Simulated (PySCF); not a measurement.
# ClGeH3O: the cost of one run

Programs: PySCF 2.14.0. All values are calculated, for the isolated system unless a continuum is named. Atoms count from 0, parts from 1.

## 1. The system as given

Each species was relaxed by itself at PBE0-D3(BJ)/def2-SVPD.

## 2. Energies of the species: wB97M-D3(BJ)/def2-TZVPD

The job: settings as JSON, then the geometry in Å.

```
{"job": {"kind": "react", "xc": "wB97M-D3(BJ)", "basis": "def2-TZVPD"}, "charge": 0, "multiplicity": 1}
-1 GeH4O charge 0 multiplicity 1
O     -0.486090    -0.500520     1.187390
Ge     0.295720     0.134880    -0.297770
H     -1.400730    -0.768220     1.064420
H      1.716080     0.483860     0.153630
H     -0.466040     1.378880    -0.792400
H      0.296330    -0.952540    -1.388660

-1 Cl2 charge 0 multiplicity 1
Cl     1.014630     0.010240     0.007710
Cl    -1.014690    -0.007830    -0.006640

+1 ClGeH3O charge 0 multiplicity 1
O     -0.697740    -1.009070    -0.714110
Ge     0.148890     0.392100    -0.031370
Cl     0.019480     0.303300     2.139030
H     -0.361450    -1.865740    -0.435060
H     -0.634200     1.608200    -0.516580
H      1.645770     0.362790    -0.361780

+1 ClH charge 0 multiplicity 1
Cl     0.644640     0.008000     0.006160
H     -0.643430    -0.006850    -0.005620
```

Level: wB97M-D3(BJ)/def2-TZVPD reaction energy of separated species, gas phase.

On the command line:

```bash
$ OMP_NUM_THREADS=1 python cluster_run.py task.json out
```

One launch serves the whole session: the jobs run in the order shown.

Q: Estimate the wall time and peak memory of this first job on 1 thread of Arm Neoverse N1, shared host.

About 28 s, with a peak of 0.6 GiB.
